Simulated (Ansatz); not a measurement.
# CH4F2GeOSe: basis-set convergence

How large a basis does CH4F2GeOSe need? Two functionals are run in growing sets.

Program: Ansatz 0.2.0, Gaussian basis. Level of theory: one geometry, several basis sets. These are calculated values, not measurements.

The runs, in order: PBE0-D4/def2-SVP; ωB97M-V/def2-SVP; PBE0-D4/def2-QZVPP; ωB97M-V/def2-QZVPP; the functionals' def2-TZVPP values are taken from earlier runs.

**1. The relaxed structure**

All runs share one geometry, relaxed beforehand with PBE0-D4 in a triple-zeta def2 set.

SMILES `C[O][Ge]([F])([F])[SeH]`, 10 atoms, charge 0, spin multiplicity 1.

Atoms are counted from 1 here; the program's logs count them from 0.

Bond lengths: C1–O2 1.419 Å, C1–H7 1.094 Å, C1–H8 1.095 Å, C1–H9 1.090 Å, O2–Ge3 1.741 Å, Ge3–F4 1.721 Å, Ge3–F5 1.711 Å, Ge3–Se6 2.316 Å, Se6–H10 1.470 Å. Angles: O2–C1–H7 111.3°, O2–C1–H8 111.9°, O2–C1–H9 107.1°, H7–C1–H8 109.0°, H7–C1–H9 108.9°, H8–C1–H9 108.7°, C1–O2–Ge3 120.4°, O2–Ge3–F4 110.1°, O2–Ge3–F5 103.8°, O2–Ge3–Se6 116.6°, F4–Ge3–F5 106.4°, F4–Ge3–Se6 106.0°, F5–Ge3–Se6 113.4°, Ge3–Se6–H10 90.1°.

As a file:

```
C    -0.0384   -1.5426    0.4786
O     0.8550   -0.4446    0.3808
Ge    0.2445    1.1715    0.1628
F    -0.6873    1.6427    1.5310
F     1.6514    2.1456    0.1788
Se   -1.1047    1.5316   -1.6845
H    -0.5978   -1.5166    1.4182
H    -0.7464   -1.5691   -0.3567
H     0.5655   -2.4502    0.4528
H    -0.0587    0.9804   -2.5587
```

**2. PBE0-D4 in def2-SVP**

in.yaml

```yaml
crystal:
  periodic: [false, false, false]
  atoms:
    - {symbol: C, position_ang: [-0.038420, -1.542566, 0.478614]}
    - {symbol: O, position_ang: [0.855026, -0.444648, 0.380801]}
    - {symbol: Ge, position_ang: [0.244463, 1.171462, 0.162783]}
    - {symbol: F, position_ang: [-0.687309, 1.642724, 1.531004]}
    - {symbol: F, position_ang: [1.651444, 2.145589, 0.178830]}
    - {symbol: Se, position_ang: [-1.104723, 1.531636, -1.684515]}
    - {symbol: H, position_ang: [-0.597825, -1.516594, 1.418237]}
    - {symbol: H, position_ang: [-0.746416, -1.569063, -0.356733]}
    - {symbol: H, position_ang: [0.565542, -2.450154, 0.452804]}
    - {symbol: H, position_ang: [-0.058682, 0.980415, -2.558725]}
basis:
  gaussian: {orbitals: def2-SVP}
hamiltonian: {xc: pbe0, dispersion: d4}
output: {orbitals: {seedname: orbitals}}
```

After this run come: ωB97M-V in def2-SVP; PBE0-D4 in def2-QZVPP; ωB97M-V in def2-QZVPP.

Before running them: what should the planned runs give, taken together? Wanted: PBE0-D4: double and triple zeta above quadruple; ωB97M-V: double and triple zeta above quadruple.

**Answer**, as computed:

```
                                       quantity           value
PBE0-D4: double and triple zeta above quadruple  28.94, 3.11 eV
ωB97M-V: double and triple zeta above quadruple  29.02, 3.00 eV
```

**Reading.** PBE0-D4 gains 25.83 eV from double to triple zeta, then 3.11 eV more. Total energies overstate the basis error of differences, where much of it tends to cancel.
